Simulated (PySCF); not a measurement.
# C7H19BP2Si: the cost of one run

Programs: PySCF 2.14.0, with routines of our own; each step states its level. All values are computed. Atoms count from 0.

## 1. The system as given

30 atoms, charge 0, multiplicity 1; geometry from: GFN2-xTB.

## 2. Magnetic properties: GIAO PBE/pcSseg-1

The job: settings as JSON, then the geometry in Å.

```
{"job": {"kind": "mag", "xc": "PBE", "basis": "pcSseg-1", "isotopologues": 0}, "charge": 0, "multiplicity": 1}
B     -0.084936    -1.669855    -2.077949
P      0.102005    -0.634594    -0.474340
C      1.691332     0.288938    -0.235021
C      2.882914    -0.647782    -0.364800
P      4.530089     0.205530    -0.213355
C     -0.160376    -1.511180     1.139074
C     -1.485568    -0.983278     1.702113
C     -1.840292     0.304662     1.003704
C     -2.967879     1.097541     1.574444
C     -1.136513     0.627342    -0.086106
Si    -1.384233     2.092252    -1.240408
H      0.104001    -0.909818    -2.977209
H      0.742271    -2.526498    -1.991925
H     -1.201525    -2.087563    -2.028218
H      1.727344     1.059356    -1.011769
H      1.681822     0.788641     0.739155
H      2.847188    -1.429838     0.401250
H      2.859039    -1.151703    -1.335733
H      4.172686     0.996032     0.881921
H      4.223370     1.232996    -1.105901
H      0.669319    -1.294464     1.816638
H     -0.189888    -2.588399     0.971179
H     -2.290316    -1.702774     1.525431
H     -1.426667    -0.827428     2.782749
H     -2.746381     1.376990     2.604718
H     -3.146561     1.998604     0.994724
H     -3.878152     0.497937     1.586186
H     -0.461046     1.976705    -2.367233
H     -2.771725     2.131321    -1.707140
H     -1.079341     3.318887    -0.489672
```

Method: GIAO PBE/pcSseg-1 magnetisability, rotational g tensor and spin-rotation constants, non-relativistic, gas phase.

The run is started by

```bash
OMP_NUM_THREADS=1 python excited_run.py task.json out
```

One launch serves the whole session: the jobs run in the order shown.

Q: Estimate the wall time and peak memory of this first job on 1 thread of Arm Neoverse V2, shared host.

About 2.3 min, with a peak of 1.4 GiB.
